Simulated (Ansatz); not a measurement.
Below is the output of a Python script on Ansatz 0.2.0, Python API that makes a test of the smearing width of MgSc, space group Pm-3m. Write a script that gives it. Settings (first run): PBEsol, PAW, cutoff 260 eV, 4×4×4 k-points, Methfessel-Paxton smearing of 0.25 eV. The script varies width (eV): 0.25, 0.15, 0.1, 0.05, 0.025.

```cif
data_structure
_symmetry_space_group_name_H-M 'P 1'
_symmetry_Int_Tables_number 1
_cell_length_a 3.5965
_cell_length_b 3.5965
_cell_length_c 3.5965
_cell_angle_alpha 90.000
_cell_angle_beta 90.000
_cell_angle_gamma 90.000
_cell_volume 46.52
loop_
_atom_site_label
_atom_site_type_symbol
_atom_site_fract_x
_atom_site_fract_y
_atom_site_fract_z
_atom_site_occupancy
Mg1 Mg 0.00000 0.00000 0.00000 1
Sc1 Sc 0.50000 0.50000 0.50000 1
```

```console
$ python mgsc_smear.py
DeckWarning: basis.ecutwfc = 260 eV is below the records' recommended 420 eV, and the density's cutoff is lower with it unless basis.ecutrho_ratio is high enough to keep the records' density cutoff: compare with a run at a higher cutoff
 width (eV)  F/atom (eV)  iterations  P (GPa)  max component (eV/A)  k-points
      0.250  -2011.53014           6 -0.87147                   0.0        10
      0.150  -2011.52694           6 -0.80920                   0.0        10
      0.100  -2011.52558           6 -0.80073                   0.0        10
      0.050  -2011.52483           6 -0.78027                   0.0        10
      0.025  -2011.52474           6 -0.79255                   0.0        10
0.25: -5.40 meV/atom
0.15: -2.20 meV/atom
0.1: -0.84 meV/atom  (within 2 meV)
0.05: -0.09 meV/atom  (within 2 meV)
```
(Warnings from the package without file and line.)

The script that was run (others could print the same):

The script, `mgsc_smear.py`:
```python
"""Smearing width test for MgSc."""

from dataclasses import dataclass

import ansatz as az
import pandas as pd


@dataclass(frozen=True)
class RunConfig:
    cutoff_ev: int = 260
    functional: str = "PBEsol"
    k_spacing: float = 0.52
    mixing_beta: float = 0.7


cfg = RunConfig()


def main() -> None:
    lattice = az.Lattice.of(
        [3.59645124, 0.0, 0.0],
        [0.0, 3.59645124, 0.0],
        [0.0, 0.0, 3.59645124],
    )
    sites = [
        ("Mg", [0.0, 0.0, 0.0]),
        ("Sc", [0.5, 0.5, 0.5]),
    ]
    crystal = az.Crystal(lattice=lattice)
    for symbol, position in sites:
        crystal = crystal.atom(symbol, position)

    model = crystal.calculation()
    model = model.basis(cfg.cutoff_ev)
    model = model.scf(lower_state_search="off")
    model = model.functional(cfg.functional)
    model = model.kpoints(spacing=cfg.k_spacing)
    model = model.mixing("broyden", beta=cfg.mixing_beta)
    model = model.accuracy("medium").forces()
    model = model.stress()

    rows = []
    for value in [0.25, 0.15, 0.1, 0.05, 0.025]:
        data = model.occupations("methfessel_paxton", width=value).run().report
        rows.append((value, data["free_energy_ev"] / len(data["lattice"]["sites"]), data["n_iterations"], sum(data["stress_gpa"][i][i] for i in range(3)) / 3, max(abs(f) for row in data["forces_ev_ang"] for f in row), data["n_kpoints"]))

    table = pd.DataFrame(rows, columns=["width (eV)", "F/atom (eV)", "iterations", "P (GPa)", "max component (eV/A)", "k-points"])
    print(table.round(5).to_string(index=False))

    # the last row is the reference
    for row in rows[:-1]:
        shift = 1000 * (row[1] - rows[-1][1])
        print(f"{row[0]}: {shift:+.2f} meV/atom" + ("  (within 2 meV)" if abs(shift) < 2 else ""))


if __name__ == "__main__":
    main()
```

Going from 0.025 to 0.25 eV changes F by -5.4 meV an atom. This scheme is built to cancel the term in the square of the width, but that needs a smooth density of states and a fine mesh, and here a sizeable shift remains. The pressure moves from -0.79 to -0.87 GPa.

What to keep in mind:
- The cutoff lies under the one recommended for these potentials.
- Under the recommended cutoff a pressure can be off by several GPa, even in sign.
- The mesh is modest for a metal, so energies can be off by several to tens of meV an atom and pressures by half a GPa or more; differences at equal mesh fare better.
- Forces vanish by symmetry here and test nothing.
- The narrowest width needs the finest mesh, so the last row is no converged reference.
- Pressure is positive in compression.
- This cell is a computed structure, which may not be the phase found in nature.
- Run time: 3 s on 1 thread of Intel(R) Xeon(R) Processor @ 2.30GHz, on a shared host, peak memory 0.5 GiB.
